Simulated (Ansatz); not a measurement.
# BrClSn, SMILES [Cl][Sn][Br]: a rigid scan of one bond length

Program: the Ansatz DFT code, driven from Python.

Input file `brclsn.xyz`:
```text
3

Cl    0.54110    1.83830    0.48720
Sn   -0.83000    0.15390   -0.43460
Br    0.27800   -2.05700   -0.06580
```

Run as a notebook:

```python
import ansatz as az
import matplotlib.pyplot as plt
import numpy as np
```

```python
molecule = az.Crystal.molecule_from_extxyz("brclsn.xyz")

symbols = [site.symbol for site in molecule.cartesian_sites]
start = np.array([site.position_ang for site in molecule.cartesian_sites])
axis = (start[2] - start[1]) / np.linalg.norm(start[2] - start[1])
moving = [2]
lengths, energies = [2.2, 2.3, 2.4, 2.5, 2.6, 2.7, 2.8, 2.95], []
for length in lengths:
    xyz = start.copy()
    xyz[moving] += (length - np.linalg.norm(start[2] - start[1])) * axis
    point = az.Crystal.molecule()
    for symbol, place in zip(symbols, xyz):
        point = point.atom(symbol, place.tolist())
    calculation = (
        point.calculation()
        .basis(gaussian="def2-SVP")
        .functional("b3lyp")
    )
    report = calculation.run(threads=1).report
    energies.append(report["free_energy_ev"])
    print(f"r = {length:6.3f} A  E = {energies[-1]:.5f} eV  <S^2> = {abs(report['mean_field']['state']['spin_squared']):.3f}")
```

    r =  2.200 A  E = -88392.98736 eV  <S^2> = 0.000
    r =  2.300 A  E = -88393.57788 eV  <S^2> = 0.000
    r =  2.400 A  E = -88393.90987 eV  <S^2> = 0.000
    r =  2.500 A  E = -88394.06066 eV  <S^2> = 0.000
    r =  2.600 A  E = -88394.08546 eV  <S^2> = 0.000
    r =  2.700 A  E = -88394.02389 eV  <S^2> = 0.000
    r =  2.800 A  E = -88393.90446 eV  <S^2> = 0.000
    r =  2.950 A  E = -88393.66024 eV  <S^2> = 0.000

```python
fit = np.polynomial.Polynomial.fit(lengths, np.array(energies) - min(energies), 4).convert()
roots = [r.real for r in fit.deriv().roots() if abs(r.imag) < 1e-9 and fit.deriv(2)(r.real) > 0]
r_e = min(roots, key=lambda r: abs(r - lengths[int(np.argmin(energies))]))
print(f"minimum of the fit at {r_e:.4f} A, force constant {fit.deriv(2)(r_e):.2f} eV/A^2")
plt.figure(figsize=(4.5, 3))
plt.plot(lengths, np.array(energies) - min(energies), "o-")
plt.xlabel("bond length (A)")
plt.ylabel("E - E(min) (eV)")
plt.tight_layout()
plt.savefig("scan.png", dpi=100)
```

    minimum of the fit at 2.5713 A, force constant 9.47 eV/A^2

Reading the output:
- Total energies depend on the basis set; only differences at equal settings carry meaning.
- The rest of the molecule is held rigid at a force-field or estimated start geometry, and the basis set is modest; single-reference methods fail as a bond breaks.
- def2 sets replace the cores of elements past krypton by effective core potentials.
- b3lyp holds the VWN-RPA fit, as in Gaussian; the form of ORCA and Turbomole is b3lyp5.
- The orbitals are restricted, so S² is zero by construction.
- Wall time of the script: 21 s on 1 thread of Arm Neoverse V1 (shared host), peak memory 0.27 GiB.

(Lines on the test bed's own set-up are left out of the output.)
